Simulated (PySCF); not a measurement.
# CH3BCl2OSi: the cost of one run

The runs use PySCF 2.14.0, with density-fitted response routines of our own; the level of theory stands in each step. All values are computed, except where a source is named. Atoms count from 0, in the outputs and in this text.

## (1) Starting geometry

9 atoms, charge 0, multiplicity 1; geometry from: GFN2-xTB. The atoms were then displaced at random by about 0.01 Å, so the start is not that level's minimum.

Bonds of the start (Å): O0–C1 1.19, C1–Si2 1.92, Si2–B3 2.03, B3–Cl4 1.70, B3–Cl5 1.70, C1–H6 1.10, Si2–H7 1.47, Si2–H8 1.45.

## (2) Geometry optimisation at PBE0-D3(BJ)/def2-SVP

The job: settings as JSON, then the geometry in Å.

```
{"job": {"xc": "PBE0", "basis": "def2-SVP", "d3": "d3bj", "grid": 1, "shake": 0.01, "kind": "geom"}, "charge": 0, "multiplicity": 1}
O     -1.446820     1.177810    -1.159950
C     -1.579450     0.326150    -0.345280
Si    -0.099080    -0.545050     0.513890
B      1.657370     0.203630    -0.183210
Cl     2.313390     1.622900     0.472660
Cl     2.440110    -0.520960    -1.508830
H     -2.577470    -0.012850    -0.043980
H     -0.327690    -0.307730     1.943470
H     -0.322540    -1.961060     0.277490
```

Run with:

```sh
> OMP_NUM_THREADS=1 python probes_run.py task.json out
```

The driver reads the jobs from task.json and runs them one after another.

Q: Estimate the wall time and peak memory of this first job on 1 thread of Arm Neoverse V2, shared host.

About 24 s, with a peak of 0.45 GiB.
